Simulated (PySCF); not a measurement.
**B(AsH3)H3: geometry, NMR shifts, electronic excitations, spin-spin couplings and core binding energies**

What NMR shifts, electronic excitations, spin-spin couplings and core binding energies should B(AsH3)H3 (`[H]B([H])([H])<-[AsH3]`) show?

The runs use PySCF 2.14.0, with density-fitted response routines of our own; the level of theory stands in each step. All values are computed, except where a source is named. Atoms count from 0, in the outputs and in this text.

## Step 1: The molecule as given

8 atoms, charge 0, multiplicity 1; geometry from: GFN2-xTB.

Bonds of the start (Å): B0–As1 2.06, B0–H5 1.19, B0–H6 1.19, B0–H7 1.19, As1–H2 1.49, As1–H3 1.49, As1–H4 1.49.

## Step 2: Relaxing the molecule at PBE0-D3(BJ)/def2-SVP

What the job is given:

```
{"job": {"xc": "PBE0", "basis": "def2-SVP", "d3": "d3bj", "grid": 1, "maxiter": 40, "kind": "geom"}, "charge": 0, "multiplicity": 1}
B     -0.003620     0.010920    -1.223260
As     0.002220    -0.004940     0.837070
H      0.728520     1.008170     1.644960
H      0.529440    -1.151620     1.621530
H     -1.241990     0.099080     1.644020
H      1.147680    -0.073010    -1.512970
H     -0.506800     1.053740    -1.498970
H     -0.655450    -0.942340    -1.512390
```

Standard output:

```text
step   0  E = -2263.68006993  max force = 0.013329
step   1  E = -2263.68363382  max force = 0.009758
step   2  E = -2263.68390086  max force = 0.002565
step   3  E = -2263.68392808  max force = 0.000318
step   4  E = -2263.68392907  max force = 0.000176
optimisation converged
```

Run time: 8.1 s. Hardware: 1 thread, shared host.

Step by step:

| step | energy from step 0 (eV) | largest force component (eV/Å) |
| --- | --- | --- |
| 0 | 0.0000 | 0.6854 |
| 1 | -0.0970 | 0.5018 |
| 2 | -0.1042 | 0.1319 |
| 3 | -0.1050 | 0.0164 |
| 4 | -0.1050 | 0.0091 |

Close pairs (by a distance rule), those that changed most:

| bond | before (Å) | after (Å) | change (Å) |
| --- | --- | --- | --- |
| B0–H5 | 1.190 | 1.219 | +0.029 |
| B0–H6 | 1.190 | 1.219 | +0.029 |
| B0–H7 | 1.190 | 1.219 | +0.029 |
| As1–H2 | 1.485 | 1.510 | +0.024 |
| As1–H3 | 1.486 | 1.510 | +0.024 |
| As1–H4 | 1.487 | 1.510 | +0.023 |
| B0–As1 | 2.060 | 2.048 | -0.013 |

The end geometry stands in the next job.

| at the end point | value |
| --- | --- |
| point group (found at 0.08 Å tolerance) | C3v |
| rotational constants (GHz, main isotopes) | 52.774, 8.336, 8.336 |
| dipole moment (D) | 4.06 |

## Step 3: NMR shieldings: PBE0/pcSseg-1

What the job is given:

```
{"job": {"kind": "nmr", "xc": "PBE0", "basis": "pcSseg-1"}, "charge": 0, "multiplicity": 1}
B     -0.004391     0.009812    -1.195764
As     0.002799    -0.006432     0.851952
H      0.767256     1.069669     1.584754
H      0.562595    -1.213689     1.565059
H     -1.312576     0.105801     1.584510
H      1.180920    -0.079853    -1.467799
H     -0.519175     1.084533    -1.454300
H     -0.677428    -0.969842    -1.468422
```

Method: GIAO PBE0/pcSseg-1 NMR shielding, non-relativistic, gas phase.

Standard output:

```text
coarse grid: 27344 points
cycle   1  E = -2263.6751257429  dE = -9.194e-01  |g| = 7.889e-01  |ddm| = 2.349e+00
cycle   2  E = -2263.6682164545  dE =  6.909e-03  |g| = 6.825e-01  |ddm| = 1.008e+00
cycle   3  E = -2263.7351572119  dE = -6.694e-02  |g| = 8.042e-02  |ddm| = 5.918e-01
cycle   4  E = -2263.7362418285  dE = -1.085e-03  |g| = 7.499e-03  |ddm| = 7.603e-02
cycle   5  E = -2263.7362532445  dE = -1.142e-05  |g| = 3.686e-03  |ddm| = 1.468e-02
cycle   6  E = -2263.7362570987  dE = -3.854e-06  |g| = 5.701e-04  |ddm| = 4.053e-03
final grid: 56520 points
cycle   7  E = -2263.7362549212  dE = -2.363e-08  |g| = 5.320e-04  |ddm| = 1.528e-03
cycle   8  E = -2263.7362549134  dE =  7.847e-09  |g| = 6.117e-04  |ddm| = 1.237e-03
cycle   9  E = -2263.7362550114  dE = -9.802e-08  |g| = 4.552e-05  |ddm| = 6.046e-04
cycle  10  E = -2263.7362550117  dE = -3.283e-10  |g| = 3.387e-06  |ddm| = 3.818e-05
converged SCF energy = -2263.7362550117

GIAO shielding tensors (ppm)
atom      isotropic    diamagn.    paramagn.     s11        s22        s33       span
  0 B      145.185     188.955     -43.769    140.804    140.841    153.910     13.106
  1 As    1622.853    2878.535   -1255.682   1555.953   1556.194   1756.412    200.459
  2 H       27.140      28.636      -1.496     20.981     21.193     39.247     18.266
  3 H       27.140      28.638      -1.498     20.984     21.191     39.245     18.261
  4 H       27.140      28.635      -1.496     20.980     21.192     39.247     18.267
  5 H       29.846      28.150       1.696     25.956     28.139     35.442      9.486
  6 H       29.846      28.148       1.697     25.959     28.140     35.438      9.479
  7 H       29.846      28.149       1.696     25.957     28.139     35.441      9.484
```

Run time: 4.2 s. Hardware: 1 thread, shared host.

The references, computed at this level on geometries of the same kind, shield at (ppm): 1H TMS 31.27, 11B BF3·OEt2 100.7, 75As AsH3 1910. Their shielding less the atom's gives the shift. The references are single molecules in the gas phase. Shifts against hydride references such as AlH4− lie on their own scale. Atoms listed in one row are averaged.

| atoms | environment | σ (ppm) | δ (ppm) |
| --- | --- | --- | --- |
| H2, H3, H4 | hydrogen on an arsenic bonded to B | 27.14 | 4.13 |
| H5, H6, H7 | hydrogen on a boron bonded to As | 29.85 | 1.42 |
| B0 | boron bonded to As, 3 H | 145.2 | -44.5 |
| As1 | arsenic bonded to B, 3 H | 1623 | 288 |

Charges from the same density, by scheme (e):

| atoms | Mulliken | IAO | Hirshfeld | ESP fit |
| --- | --- | --- | --- | --- |
| B0 | -0.17 | -0.60 | -0.13 | -0.09 |
| As1 | -0.02 | 0.60 | 0.36 | 0.42 |

Mayer bond orders: B0–As1 0.73.

## Step 4: Ultraviolet spectrum: wB97X-D/def2-SVPD

The job, as its differences from that of step 3:

```diff
@@ -1,2 +1,2 @@
-{"job": {"kind": "nmr", "xc": "PBE0", "basis": "pcSseg-1"}, "charge": 0, "multiplicity": 1}
+{"job": {"kind": "uv", "xc": "wB97X-D", "basis": "def2-SVPD", "ip": false, "nstates": 10}, "charge": 0, "multiplicity": 1}
 B     -0.004391     0.009812    -1.195764
```

Method: TDDFT wB97X-D/def2-SVPD, vertical, gas phase, core orbitals frozen in the response.

Standard output:

```text
coarse grid: 27344 points
cycle   1  E = -2264.0258782751  dE = -8.437e-01  |g| = 3.294e-01  |ddm| = 2.949e+00
cycle   2  E = -2264.0470989622  dE = -2.122e-02  |g| = 2.549e-01  |ddm| = 9.652e-01
cycle   3  E = -2264.0577306806  dE = -1.063e-02  |g| = 2.642e-02  |ddm| = 4.255e-01
cycle   4  E = -2264.0578874528  dE = -1.568e-04  |g| = 9.953e-03  |ddm| = 7.435e-02
cycle   5  E = -2264.0579234383  dE = -3.599e-05  |g| = 1.596e-03  |ddm| = 3.481e-02
cycle   6  E = -2264.0579248450  dE = -1.407e-06  |g| = 4.130e-04  |ddm| = 6.090e-03
final grid: 56520 points
cycle   7  E = -2264.0580626788  dE = -7.248e-07  |g| = 6.006e-04  |ddm| = 5.378e-03
cycle   8  E = -2264.0580627236  dE = -4.479e-08  |g| = 4.984e-04  |ddm| = 2.014e-03
cycle   9  E = -2264.0580627513  dE = -2.774e-08  |g| = 4.087e-05  |ddm| = 7.346e-04
cycle  10  E = -2264.0580627524  dE = -1.072e-09  |g| = 1.732e-05  |ddm| = 1.727e-04
cycle  11  E = -2264.0580627526  dE = -1.564e-10  |g| = 3.185e-06  |ddm| = 6.266e-05
converged SCF energy = -2264.0580627526

Static polarisability (au): isotropic 52.809, principal 47.187 47.193 64.046

Singlet excitations
state   eV       nm        f      main configurations
  1   7.7898    159.2   0.06050   H-2->L 0.84
  2   7.9011    156.9   0.00432   H->L 0.68, H-2->L+1 0.18
  3   7.9016    156.9   0.00439   H-1->L 0.68, H-2->L+2 0.18
  4   7.9824    155.3   0.01228   H-2->L+1 0.44, H->L 0.17, H-2->L+2 0.10
  5   7.9841    155.3   0.01246   H-2->L+2 0.45, H-1->L 0.17, H-2->L+1 0.11
  6   8.1181    152.7   0.00000   H-1->L+1 0.48, H->L+2 0.48
  7   8.2009    151.2   0.01257   H->L+1 0.38, H-1->L+2 0.38, H-2->L+2 0.12
  8   8.2013    151.2   0.01203   H->L+2 0.38, H-1->L+1 0.38, H-2->L+1 0.13
  9   8.3799    148.0   0.07242   H->L+3 0.58, H-1->L+3 0.32
 10   8.3811    147.9   0.07064   H-1->L+3 0.55, H->L+3 0.32

Triplet excitations (Tamm-Dancoff, eV): 7.2687 7.2695 7.3705 7.7341
```

Run time: 5.9 s. Hardware: 1 thread, shared host.

The orbitals next to the gap, with their largest atomic shares:

| orbital | eV | atoms |
| --- | --- | --- |
| HOMO−3 | -13.66 | As1 45 %, H2 26 %, H4 17 % |
| HOMO−2 | -10.63 | As1 34 %, B0 30 %, H6 7 % |
| HOMO−1 | -10.51 | B0 42 %, H5 25 %, H6 17 % |
| HOMO | -10.51 | B0 42 %, H7 27 %, H6 14 % |
| LUMO | 1.51 | As1 38 %, H4 14 %, H3 14 % |
| LUMO+1 | 2.07 | As1 47 %, H2 18 %, H3 15 % |
| LUMO+2 | 2.08 | As1 47 %, H4 20 %, H3 12 % |

With each of the 10 states as a Gaussian band of 0.4 eV half-width at 1/e, the curve within the window shown has maxima at 150 nm (ε 7,700) L/(mol cm). Beyond the last state computed it falls off for lack of states. The curve at chosen wavelengths:

(nm, ε (L/mol/cm)): (143, 3602), (144, 4495), (145, 5373), (146, 6167), (148, 7296), (149, 7575), (150, 7664), (151, 7590), (152, 7388), (153, 7096), (155, 6370), (156, 5974), (157, 5566), (158, 5148), (159, 4718), (160, 4277), (162, 3374), (163, 2927), (164, 2496), (165, 2090), (166, 1718), (167, 1386), (169, 854), (170, 652), (171, 489), (172, 360)

Further results of this job:

| property | computed |
| --- | --- |
| dipole moment (D) | 3.99 |
| polarisability (Å³) | 7.83 |
| HOMO–LUMO gap (eV) | 12.02 |
| −ε(HOMO) (eV) | 10.51 |

## Step 5: J couplings: B3LYP/pcSseg-1+pcJ-1

The job, as its differences from that of step 4:

```diff
@@ -1,2 +1,2 @@
-{"job": {"kind": "uv", "xc": "wB97X-D", "basis": "def2-SVPD", "ip": false, "nstates": 10}, "charge": 0, "multiplicity": 1}
+{"job": {"kind": "j", "xc": "B3LYP", "basis": "pcJ-1"}, "charge": 0, "multiplicity": 1}
 B     -0.004391     0.009812    -1.195764
```

Method: B3LYP/pcJ-1 As:pcSseg-1 indirect spin-spin coupling, non-relativistic, gas phase.

Standard output:

```text
coarse grid: 27344 points
cycle   1  E = -2264.0513682358  dE = -9.171e-01  |g| = 8.460e-01  |ddm| = 2.123e+00
cycle   2  E = -2264.0302467240  dE =  2.112e-02  |g| = 7.772e-01  |ddm| = 1.100e+00
cycle   3  E = -2264.1195194322  dE = -8.927e-02  |g| = 9.178e-02  |ddm| = 6.828e-01
cycle   4  E = -2264.1211985430  dE = -1.679e-03  |g| = 9.741e-03  |ddm| = 9.733e-02
cycle   5  E = -2264.1212284728  dE = -2.993e-05  |g| = 1.977e-03  |ddm| = 1.638e-02
cycle   6  E = -2264.1212295612  dE = -1.088e-06  |g| = 9.165e-04  |ddm| = 3.398e-03
final grid: 56520 points
cycle   7  E = -2264.1212165699  dE =  4.731e-08  |g| = 1.065e-03  |ddm| = 2.032e-03
cycle   8  E = -2264.1212164847  dE =  8.525e-08  |g| = 1.250e-03  |ddm| = 2.223e-03
cycle   9  E = -2264.1212168580  dE = -3.734e-07  |g| = 3.190e-05  |ddm| = 1.189e-03
cycle  10  E = -2264.1212168583  dE = -2.397e-10  |g| = 1.779e-06  |ddm| = 2.838e-05
converged SCF energy = -2264.1212168583

Indirect spin-spin couplings (Hz)
  i      j    bonds     total        FC       PSO       DSO        SD
  0 B    2 H    2     -0.745     0.090     0.315    -1.140    -0.010
  0 B    3 H    2     -0.728     0.105     0.314    -1.137    -0.010
  0 B    4 H    2     -0.746     0.088     0.315    -1.140    -0.010
  0 B    5 H    1    125.847   125.000    -0.280     0.915     0.212
  0 B    6 H    1    125.923   125.077    -0.280     0.915     0.212
  0 B    7 H    1    125.830   124.983    -0.280     0.915     0.212
  2 H    3 H    2     -3.558    -1.824     1.097    -2.940     0.108
  2 H    4 H    2     -3.543    -1.811     1.096    -2.937     0.108
  2 H    5 H    3     -0.158     0.659     0.449    -1.292     0.026
  2 H    6 H    3     -0.429     0.419     0.466    -1.339     0.025
  2 H    7 H    3     26.896    29.551     1.508    -4.169     0.006
  3 H    4 H    2     -3.546    -1.808     1.098    -2.945     0.108
  3 H    5 H    3     -0.405     0.436     0.463    -1.329     0.025
  3 H    6 H    3     26.842    29.491     1.507    -4.162     0.006
  3 H    7 H    3     -0.138     0.675     0.446    -1.286     0.026
  4 H    5 H    3     26.895    29.550     1.508    -4.169     0.006
  4 H    6 H    3     -0.170     0.648     0.450    -1.294     0.026
  4 H    7 H    3     -0.424     0.423     0.465    -1.337     0.025
  5 H    6 H    2    -10.743   -11.465     1.662    -0.977     0.037
  5 H    7 H    2    -10.750   -11.473     1.661    -0.975     0.037
  6 H    7 H    2    -10.752   -11.474     1.661    -0.976     0.037
```

It took 11 s on 1 thread, shared host.

Couplings of 1 Hz or more, nine at most for each number of bonds, with means over like pairs (isotopes 11B, 1H):

| pair | bonds | J (Hz) | Fermi contact (Hz) |
| --- | --- | --- | --- |
| B0–H5 | 1 | 125.9 | 125.0 |
| H5–H6 | 2 | -10.7 | -11.5 |
| H2–H3 | 2 | -3.5 | -1.8 |
| H2–H5 | 3 | 8.8 | 10.2 |

The response was solved for the nuclei of B, H alone, so couplings that need other nuclei can be missing.

Quadrupole couplings from the field gradients of the same density:

| atom | isotope | eQq/h (MHz) | η |
| --- | --- | --- | --- |
| As1 | 75As | -159.6 | 0.00 |
| B0 | 11B | 2.618 | 0.00 |

## Step 6: Shielding tensors: KT2/pcSseg-1

The job, as its differences from that of step 5:

```diff
@@ -1,2 +1,2 @@
-{"job": {"kind": "j", "xc": "B3LYP", "basis": "pcJ-1"}, "charge": 0, "multiplicity": 1}
+{"job": {"kind": "nmr", "xc": "KT2", "basis": "pcSseg-1", "pop": false}, "charge": 0, "multiplicity": 1}
 B     -0.004391     0.009812    -1.195764
```

With the program's defaults for keys left out, this is: GIAO KT2/pcSseg-1 NMR shielding, non-relativistic, gas phase.

Standard output:

```text
coarse grid: 27344 points
cycle   1  E = -2273.4393028405  dE = -8.728e-01  |g| = 5.922e-01  |ddm| = 2.334e+00
cycle   2  E = -2273.3497706736  dE =  8.953e-02  |g| = 6.794e-01  |ddm| = 1.463e+00
cycle   3  E = -2273.5027212103  dE = -1.530e-01  |g| = 1.154e-01  |ddm| = 1.079e+00
cycle   4  E = -2273.5078029316  dE = -5.082e-03  |g| = 1.386e-02  |ddm| = 1.826e-01
cycle   5  E = -2273.5078676211  dE = -6.469e-05  |g| = 5.240e-03  |ddm| = 2.857e-02
cycle   6  E = -2273.5078748922  dE = -7.271e-06  |g| = 2.405e-03  |ddm| = 8.985e-03
final grid: 56520 points
cycle   7  E = -2273.5078741801  dE =  9.854e-07  |g| = 3.166e-03  |ddm| = 5.120e-03
cycle   8  E = -2273.5078720849  dE =  2.095e-06  |g| = 4.292e-03  |ddm| = 7.280e-03
cycle   9  E = -2273.5078762099  dE = -4.125e-06  |g| = 1.569e-04  |ddm| = 4.458e-03
cycle  10  E = -2273.5078762177  dE = -7.771e-09  |g| = 2.126e-05  |ddm| = 1.981e-04
cycle  11  E = -2273.5078762178  dE = -1.255e-10  |g| = 9.389e-07  |ddm| = 2.860e-05
converged SCF energy = -2273.5078762178

GIAO shielding tensors (ppm)
atom      isotropic    diamagn.    paramagn.     s11        s22        s33       span
  0 B      144.271     191.347     -47.076    139.951    139.987    152.875     12.924
  1 As    1636.174    2882.618   -1246.445   1568.685   1568.913   1770.923    202.238
  2 H       27.063      28.758      -1.696     21.000     21.222     38.966     17.967
  3 H       27.062      28.760      -1.698     21.003     21.219     38.965     17.961
  4 H       27.062      28.757      -1.695     20.999     21.221     38.966     17.968
  5 H       29.684      28.364       1.320     25.877     27.994     35.183      9.306
  6 H       29.685      28.363       1.322     25.880     27.996     35.178      9.299
  7 H       29.684      28.364       1.320     25.877     27.994     35.182      9.304
```

Wall time 5.1 s (1 thread, shared host).

Key values: δ B0 -44.4, As1 284, H2 4.12, H5 1.49 ppm (means over like atoms).

## Step 7: Core holes by ΔSCF: SCAN, X2C

The job, as its differences from that of step 6:

```diff
@@ -1,2 +1,2 @@
-{"job": {"kind": "nmr", "xc": "KT2", "basis": "pcSseg-1", "pop": false}, "charge": 0, "multiplicity": 1}
+{"job": {"kind": "xps", "metal_2p": true}, "charge": 0, "multiplicity": 1}
 B     -0.004391     0.009812    -1.195764
```

Method: delta-SCF UKS SCAN, pcX-2 on the ionised atom (unc-x2c-TZVPall on a metal), pcseg-1 elsewhere, spin-free X2C.

Standard output:

```text
ground state, core basis on atom 0 (B), 102 functions
  cycle   1  E = -2283.76982991  |g| = 3.87e-01
  cycle   2  E = -2283.72465186  |g| = 4.96e-01
  cycle   3  E = -2283.82699776  |g| = 4.25e-02
  cycle   4  E = -2283.82718710  |g| = 1.03e-02
  cycle   5  E = -2283.82719556  |g| = 3.89e-03
  cycle   6  E = -2283.82720419  |g| = 5.15e-04
  cycle   7  E = -2283.82720418  |g| = 2.25e-04
  E(ground) = -2283.72926502 Eh
hole in B 1s of atom 0
  cycle   1  E = -2276.27099186  |g| = 1.17e+00
  cycle   2  E = -2275.66612585  |g| = 1.46e+00
  cycle   3  E = -2276.65288263  |g| = 2.59e-01
  cycle   4  E = -2276.69220896  |g| = 7.21e-02
  cycle   5  E = -2276.69512106  |g| = 1.74e-02
  cycle   6  E = -2276.69526170  |g| = 8.85e-03
  cycle   7  E = -2276.69532542  |g| = 2.88e-03
  cycle   8  E = -2276.69533544  |g| = 1.32e-03
  cycle   9  E = -2276.69533886  |g| = 2.63e-04
  E(ion) = -2276.59833285 Eh   <S^2> = 0.7771   hole on atom = 1.000   binding energy = 194.043 eV
```

It took 2.9 s on 1 thread, shared host.

The holes in one table. −ε is the ground-state orbital energy:

| hole | stands for | environment | ΔSCF (eV) | −ε (eV) | ⟨S²⟩ |
| --- | --- | --- | --- | --- | --- |
| B1s on B0 | B0 | boron bonded to As, 3 H | 194.04 | 178.7 | 0.777 |

## Step 8: Comparing the runs: NMR shifts

Shifts (ppm), means over like atoms, with basis size and wall time:

| run | H2 | H5 | B0 | As1 | functions | time |
| --- | --- | --- | --- | --- | --- | --- |
| PBE0/pcSseg-1 | 4.13 | 1.42 | -44.5 | 288 | 88 | 4.2 s |
| KT2/pcSseg-1 | 4.12 | 1.49 | -44.4 | 284 | 88 | 5.1 s |

## Step 9: Outcome

| quantity | value |
| --- | --- |
| point group | C3v |
| rotational constants (main isotopes) | 52.77, 8.34, 8.34 GHz |
| 1H shifts against TMS (PBE0/pcSseg-1, means over atoms taken as alike) | 4.13, 1.42 ppm |
| 11B shifts against BF3·OEt2 (PBE0/pcSseg-1) | -44.5 ppm |
| 75As shifts against AsH3 (PBE0/pcSseg-1) | 288 ppm |
| lowest singlet (wB97X-D/def2-SVPD) | 7.79 eV (159 nm), f = 0.060 |
| brightest single state of those computed | state 9, 8.38 eV, f = 0.072 |
| lowest triplet | 7.27 eV |
| largest coupling of the table (B3LYP/pcSseg-1+pcJ-1) | 1J(B,H) B0–H5, 125.9 Hz |
| B1s binding energies, SCAN/pcX-2 | B0 194.04 eV |
| range of the shift of As1 | 284 to 288 ppm |

Relaxing lowered the energy by 0.105 eV in 4 steps; the close pair that moved most is B0–H5, from 1.190 to 1.219 Å. At PBE0/pcSseg-1: Shielding is most anisotropic at As1 (span 200 ppm, paramagnetic term -1256 ppm). The first singlet state (HOMO−2→LUMO 0.84) lies at 7.79 eV and is bright; of the 10 states computed, the strongest absorption comes from states 9 to 10 together at 8.38 eV (the last computed, so partners may be missing). The lowest triplet lies 0.52 eV below the lowest singlet (triplets in Tamm-Dancoff, singlets in full TDDFT). In the run at B3LYP/pcSseg-1+pcJ-1, the largest coupling of the table is B0–H5 (mean over like pairs), 125.9 Hz, of which the Fermi-contact term gives 125.0 Hz. In ppm, As1 moves most: its shift spreads over 4 ppm, from 284 (KT2/pcSseg-1) to 288 (PBE0/pcSseg-1). Spin-orbit coupling is left out, which matters for shieldings and couplings at and beside the heavy atoms.
